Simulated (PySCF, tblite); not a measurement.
# C₄H₈SSi₂: geometry, infrared bands and NMR shifts

Wanted: the infrared bands and NMR shifts of C₄H₈SSi₂ (`[SiH3]SC1=CC=C[SiH2]1`), by calculation.

Programs: tblite 0.8.0 and PySCF 2.14.0, with density-fitted response routines of our own. Each step states its level of theory. These are calculated values for one molecule in the gas phase, unless marked as measured. Atoms count from 0, in the outputs and in this text.

## (1) The molecule as given

15 atoms, charge 0, multiplicity 1; geometry from: force field or distance geometry start.

Bonds of the start (Å): Si0–S1 2.16, S1–C2 1.81, C2–C3 1.29, C3–C4 1.41, C4–C5 1.31, C5–Si6 1.86, Si6–C2 1.85, Si0–H7 1.46, Si0–H8 1.45, Si0–H9 1.49, C3–H10 1.13, C4–H11 1.12, C5–H12 1.09, Si6–H13 1.45, Si6–H14 1.43.

## (2) Geometry optimisation with GFN2-xTB

Job settings and geometry (Å):

```
{"job": {"kind": "relax", "xc": "GFN2-xTB", "basis": "xTB"}, "charge": 0, "multiplicity": 1}
Si    -3.108000     0.224400     0.401600
S     -1.652700     0.353400    -1.187000
C      0.012200     0.068200    -0.538600
C      0.410200    -0.170000     0.660500
C      1.788300    -0.355200     0.883800
C      2.573800    -0.257700    -0.157000
Si     1.502300     0.108100    -1.629300
H     -2.504500     0.181200     1.734900
H     -3.945600    -0.934300     0.142900
H     -3.882900     1.500400     0.322700
H     -0.343600    -0.245500     1.499900
H      2.223500    -0.574700     1.889700
H      3.656400    -0.363500    -0.158800
H      1.711400     1.439500    -2.165600
H      1.554700    -0.966500    -2.578000
```

On the command line:

```console
$ OMP_NUM_THREADS=1 python probes_run.py task.json out
```

The driver reads the jobs from task.json and runs them one after another.

**Question.** This job is followed by: GFN2-xTB harmonic vibrations, gas phase; GIAO PBE0/pcSseg-1 NMR shielding, non-relativistic, gas phase. What will the session give for the following? strongest single infrared mode (GFN2-xTB); zero-point energy (GFN2-xTB); 13C shifts against TMS (PBE0/pcSseg-1); 1H shifts against TMS (PBE0/pcSseg-1, means over atoms taken as alike); 29Si shifts against TMS (PBE0/pcSseg-1); 33S shifts against CS2 (PBE0/pcSseg-1).

As calculated:

| quantity | value |
| --- | --- |
| strongest single infrared mode (GFN2-xTB) | 746 cm⁻¹, 366 km/mol |
| zero-point energy (GFN2-xTB) | 60.1 kcal/mol |
| 13C shifts against TMS (PBE0/pcSseg-1) | 157.4, 151.4, 144.0, 126.9 ppm |
| 1H shifts against TMS (PBE0/pcSseg-1, means over atoms taken as alike) | 7.14, 6.50, 5.86, 4.66, 4.60 ppm |
| 29Si shifts against TMS (PBE0/pcSseg-1) | -41.8, -65.1 ppm |
| 33S shifts against CS2 (PBE0/pcSseg-1) | -87 ppm |

**Reading.** Over 88 steps the energy fell by 0.497 eV; of the close pairs, S1–C2 changed most, 1.809 to 1.746 Å. All 39 modes are real, so the xTB geometry is a minimum. The strongest single mode, at 746 cm⁻¹, moves mainly H14 and H13. GFN2-xTB is a fitted tight-binding method: band positions and strengths are rough. Its intensities can rank the bands wrongly. At PBE0/pcSseg-1: Shielding is most anisotropic at S1 (span 436 ppm, paramagnetic term -468 ppm).
